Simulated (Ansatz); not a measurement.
Geometry optimisation, DFT PBEsol, scalar-relativistic, plane waves, PAW (Ansatz 0.2.0).

input.yaml

```yaml
accuracy: low
crystal:
  lattice:
    - [7.67918, 0.0, 0.0]
    - [3.83959, 6.650365, 0.0]
    - [0.0, 0.0, 17.868765]
  atoms:
    - { symbol: H, position: [0.1666667, 0.1666667, 0.0559636] }
    - { symbol: H, position: [0.6666667, 0.1666667, 0.0559636] }
    - { symbol: H, position: [0.1666667, 0.6666667, 0.0559636] }
    - { symbol: H, position: [0.6666667, 0.6666667, 0.0559636] }
    - { symbol: Si, position: [0.1666667, 0.1666667, 0.1399089] }
    - { symbol: Si, position: [0.6666667, 0.1666667, 0.1399089] }
    - { symbol: Si, position: [0.1666667, 0.6666667, 0.1399089] }
    - { symbol: Si, position: [0.6666667, 0.6666667, 0.1399089] }
    - { symbol: Si, position: [-0.1666667, 0.3333333, 0.1837706] }
    - { symbol: Si, position: [0.3333333, 0.3333333, 0.1837706] }
    - { symbol: Si, position: [-0.1666667, 0.8333333, 0.1837706] }
    - { symbol: Si, position: [0.3333333, 0.8333333, 0.1837706] }
    - { symbol: Si, position: [-0.1666667, 0.3333333, 0.3153554] }
    - { symbol: Si, position: [0.3333333, 0.3333333, 0.3153554] }
    - { symbol: Si, position: [-0.1666667, 0.8333333, 0.3153554] }
    - { symbol: Si, position: [0.3333333, 0.8333333, 0.3153554] }
    - { symbol: Si, position: [0.0, 0.0, 0.359217] }
    - { symbol: Si, position: [0.5, 0.0, 0.359217] }
    - { symbol: Si, position: [0.0, 0.5, 0.359217] }
    - { symbol: Si, position: [0.5, 0.5, 0.359217] }
    - { symbol: H, position: [0.5, 0.0, 0.4403642] }
    - { symbol: H, position: [0.0, 0.5, 0.4403642] }
    - { symbol: H, position: [0.5, 0.5, 0.4403642] }
    - { symbol: O, position: [0.5193463, 0.2472627, 0.4230155], spin: 1.0 }
magnetization:
  spin_polarized: true
basis:
  ecutwfc: 420.0
kpoints:
  mp_grid: { grid: [2, 2, 1] }
hamiltonian:
  xc: pbesol
  pseudopotentials: { kind: paw, azcp: { folder: soft_1 } }
scf:
  occupations: { method: fermi_dirac, width: 0.02 }
  lower_state_search: "off"
relax:
  f_tol: 0.08
  max_steps: 25
  adjacent_minimum: "off"
  constraints: [{ sites: [0, 1, 2, 3, 4, 5, 6, 7] }]
```

Run as:

```bash
$ ansatz run input.yaml --threads 2 --pin off --max-ram 5120MiB --backend cpu --events-out ev --progress --plain --runs-dir out
```

**Question.** Where does it end, and by what steps?

**Answer.** It converged. The threshold is loose, so the end isn't yet a minimum. The force dipped under the threshold on the way, but the program's further checks kept it going. Limits of this set-up: coarse k mesh, thin slab, slab without dipole correction, PAW files made for another functional, low accuracy level. After 11 steps the energy has fallen by 4.418 eV; O24 moved furthest, 1.07 Å.

```csv
step,energy less start (eV),largest force component (eV/Å),accepted
0,0.0000,2.956,yes
1,-1.1296,3.393,yes
2,-1.9855,2.650,yes
3,-2.4662,1.103,yes
4,-2.8652,1.186,yes
5,-3.5284,1.552,yes
6,-4.2022,0.827,yes
7,-4.3701,0.460,yes
8,-4.4018,0.262,yes
9,-4.4156,0.147,yes
10,-4.4182,0.073,yes
11,-4.4182,0.073,yes
```

```xyz
24
Lattice="7.6792 0.0000 0.0000 3.8396 6.6504 0.0000 0.0000 0.0000 17.8688" Properties=species:S:1:pos:R:3
H 1.920 1.108 1.000
H 5.759 1.108 1.000
H 3.840 4.434 1.000
H 7.679 4.434 1.000
Si 1.920 1.108 2.500
Si 5.759 1.108 2.500
Si 3.840 4.434 2.500
Si 7.679 4.434 2.500
Si 0.001 2.219 3.217
Si 3.862 2.226 3.325
Si 1.916 5.545 3.251
Si 5.747 5.534 3.220
Si 0.067 2.251 5.539
Si 3.676 2.080 5.705
Si 1.805 5.583 5.591
Si 5.552 5.463 5.538
Si -0.114 0.046 6.276
Si 3.616 -0.140 6.329
Si 1.908 3.386 6.364
Si 6.108 3.485 6.611
H 3.637 -0.150 7.833
H 1.818 3.363 7.867
H 6.618 3.866 7.973
O 4.867 2.422 6.824
```

Run time: 3.3 min on 2 threads of Intel(R) Xeon(R) Platinum 8259CL CPU @ 2.50GHz (Skylake/Cascade Lake), on a shared host, peak memory 1.4 GiB.
